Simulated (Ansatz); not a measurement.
# CClFNSi radical: small, medium and large basis sets

One table from this session's results is given with a row withheld; the runs are named, their logs left out.

Computed with Ansatz 0.2.0, Gaussian basis. Level: one geometry, several basis sets.

The runs, in order: PBE0-D4/def2-SVP; ωB97M-V/def2-SVP; PBE0-D4/def2-QZVPP; ωB97M-V/def2-QZVPP; the functionals' def2-TZVPP values are taken from earlier runs.

## The geometry

All runs share one geometry, relaxed beforehand with PBE0-D4 in a triple-zeta def2 set.

SMILES `N#C[Si](F)Cl`, 5 atoms, charge 0, spin multiplicity 2.

Atoms are counted from 1 here; the program's logs count them from 0.

Bond lengths: N1–C2 1.153 Å, C2–Si3 1.840 Å, Si3–F4 1.585 Å, Si3–Cl5 2.024 Å. Angles: N1–C2–Si3 173.1°, C2–Si3–F4 107.1°, C2–Si3–Cl5 108.7°, F4–Si3–Cl5 110.2°.

The first run:

Input file in.yaml:

```yaml
crystal:
  periodic: [false, false, false]
  atoms:
    - {symbol: N, position_ang: [1.372847, -1.083603, 1.488844]}
    - {symbol: C, position_ang: [0.720428, -0.610459, 0.664303]}
    - {symbol: Si, position_ang: [-0.169308, 0.069263, -0.795474]}
    - {symbol: F, position_ang: [-1.634323, -0.534374, -0.769390]}
    - {symbol: Cl, position_ang: [-0.239746, 2.085573, -0.629683]}
basis:
  gaussian: {orbitals: def2-SVP}
magnetization: {spin_polarized: true, initial_magnetization: 1}
hamiltonian: {xc: pbe0, dispersion: d4}
output: {orbitals: {seedname: orbitals}}
```

The run is started by

```bash
> ansatz run in.yaml --threads 4 --pin off --events-out ev --progress --plain --max-ram 10444MiB
```

Steps of the session up to this table: PBE0-D4 in def2-SVP; ωB97M-V in def2-SVP; PBE0-D4 in def2-QZVPP; ωB97M-V in def2-QZVPP.

One of the session's tables, all rows but one given; the rest of the session is left out.

It belongs to the step «Functionals by basis». 

| functional | basis | HOMO (eV) | LUMO (eV) |
| --- | --- | --- | --- |
| PBE0-D4 | def2-SVP | -7.62 | -3.76 |
| PBE0-D4 | def2-TZVPP | ? | ? |
| PBE0-D4 | def2-QZVPP | -7.76 | -3.84 |
| ωB97M-V | def2-SVP | -9.35 | -2.07 |
| ωB97M-V | def2-TZVPP | -9.50 | -2.15 |
| ωB97M-V | def2-QZVPP | -9.54 | -2.22 |

Estimate the missing values for PBE0-D4, def2-TZVPP.

**Answer.** HOMO (eV): -7.73; LUMO (eV): -3.80. In the column «HOMO (eV)» it lies between PBE0-D4, def2-QZVPP (-7.76) and PBE0-D4, def2-SVP (-7.62).
